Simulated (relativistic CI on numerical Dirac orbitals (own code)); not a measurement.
# Mn⁺: 2p photoemission multiplets

Aim: the 2p photoemission spectrum of Mn⁺ in 4 surroundings, from the same atomic integrals.

The numbers are computed with relativistic CI on numerical Dirac orbitals (own code) version 3 (Dirac-Coulomb-Breit CI, KLI orbitals optimised for each configuration, model QED (radiative potential, 1s self-energy scaled to tabulated hydrogen-like ionisation energies), valence Slater integrals scaled by 0.9, multiplet model of photoemission in the sudden approximation), except any that are marked as measured or tabulated.

## Step 1: The system

| Quantity | Value |
| --- | --- |
| ion | Mn⁺ (Mn II) |
| nuclear charge | 25 |
| electrons | 24 |
| configurations | [Ar] 3d6 → [He] 2s2 2p5 3s2 3p6 3d6 |
| temperature | 300 K |
| widths | Lorentz 0.5 eV, Gauss 0.6 eV |
| surrounding 1 | free ion |
| surrounding 2 | Oh, 10Dq = 2400 cm⁻¹ |
| surrounding 3 | Oh, 10Dq = 6550 cm⁻¹ |
| surrounding 4 | Oh, 10Dq = 10750 cm⁻¹ |

## Step 2: Surrounding 1: free ion

Settings of the run:

```ini
atom Mn  Z=25  charge=1  electrons=24
nucleus A=55  rms_radius_fm=3.7057
hamiltonian dirac-coulomb  breit=on  qed=on  c_scale=1
orbitals kli  potential=per-configuration
slater_scale 0.9
correlation none
mixing on
configurations
  [Ar] 3d6
  [He] 2s2 2p5 3s2 3p6 3d6
end
photoemission 2p T=300 lorentz=0.5 gauss=0.6
crystal_field free
```

## Step 3: Surrounding 2: Oh, 10Dq = 2400

The settings differ from step 2 so:

```diff
@@ -12,2 +12,2 @@
 photoemission 2p T=300 lorentz=0.5 gauss=0.6
-crystal_field free
+crystal_field Oh 10Dq=2400
```

## Step 4: Surrounding 3: Oh, 10Dq = 6550

The settings differ from step 3 so:

```diff
@@ -12,2 +12,2 @@
 photoemission 2p T=300 lorentz=0.5 gauss=0.6
-crystal_field Oh 10Dq=2400
+crystal_field Oh 10Dq=6550
```

## Step 5: Surrounding 4: Oh, 10Dq = 10750

The settings differ from step 4 so:

```diff
@@ -12,2 +12,2 @@
 photoemission 2p T=300 lorentz=0.5 gauss=0.6
-crystal_field Oh 10Dq=6550
+crystal_field Oh 10Dq=10750
```

(Steps that only read results are left out.)

Q: Predict the outcome of this session. Wanted: highest peak, first run; ground spin.

**Answer**, as computed:

| surrounding | ground S | centroid (eV) | spread (eV) | up to four highest peaks (% of the highest), eV |
| --- | --- | --- | --- | --- |
| 1: free | 2.00 | 657.72 | 5.53 | 652.2 (87), 653.7 (100), 655.1 (47), 665.0 (61) |
| 2: Oh | 2.00 | 657.73 | 5.49 | 652.3 (86), 653.7 (100), 664.2 (50), 665.1 (55) |
| 3: Oh | 2.00 | 657.73 | 5.48 | 652.4 (100), 653.6 (98), 664.3 (57), 665.2 (59) |
| 4: Oh | 2.00 | 657.73 | 5.48 | 652.4 (100), 653.5 (99), 664.3 (55), 665.1 (56) |

| quantity | value |
| --- | --- |
| highest peak, first run | 653.7 eV |
| ground spin (effective S from ⟨S²⟩) | 2.00 |

What this shows: The position of the maximum differs by up to 1.3 eV between the surroundings, by shifts of peaks or by peaks exchanging rank. Energies are those of the free ion without screening by ligands; binding energies in solids differ by tens of eV.
